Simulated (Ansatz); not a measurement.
**TaV under changes of volume**

One of the cells (16.097 Å³/atom); the others are scaled copies at fixed shape and fractional positions:

```xyz
2
Lattice="1.6067 -2.3078 0.0000 1.6067 2.3078 0.0000 0.0000 0.0000 4.3414" Properties=species:S:1:pos:R:3 pbc="T T T"
Ta    0.0000    0.0000    0.0000
V     1.6067    0.0000    2.1707
```

The cell comes from a database or a generator and needn't be the stable form of this composition.

| Item | Value |
| --- | --- |
| Program | Ansatz 0.2.0 |
| Functional | PBE |
| Potentials or basis | Ansatz PAW |
| Cutoff | 420 eV (not typed: the program's choice for these potentials) |
| k mesh | 10 × 10 × 6 |
| Occupations | fermi-dirac, width 0.05 eV |
| Spin | collinear spin, ferromagnetic start |
| Starting moments | [0.0, 2.0] μB |

```tsv
volume (Å³/atom)	energy over the lowest point (meV/atom)	pressure (GPa)
15.132	36.07	12.7
15.453	?	?
15.775	3.70	3.8
16.097	0.00	0.0
16.419	3.63	-3.5
16.741	13.96	-6.7
17.063	30.38	-9.6
```

What does the run at 15.453 Å³/atom give?

Energy over the lowest point 15.47 meV/atom; pressure 8.0 GPa.

Worked out: A Birch-Murnaghan fit of order 3 (a polynomial in V^(-2/3)) to the other rows has its minimum at 16.09 Å³/atom with B0 = V·E''(V) = 183 GPa and B' = 3.7 at fixed shape and positions, which overstates the stiffness. It gives 15.49 meV/atom at 15.453 Å³/atom, against the run's 15.47, and -dE/dV = 8.0 GPa, against 8.0.

Energies are extrapolated to zero smearing.

Caveats: the starting moments weren't kept.
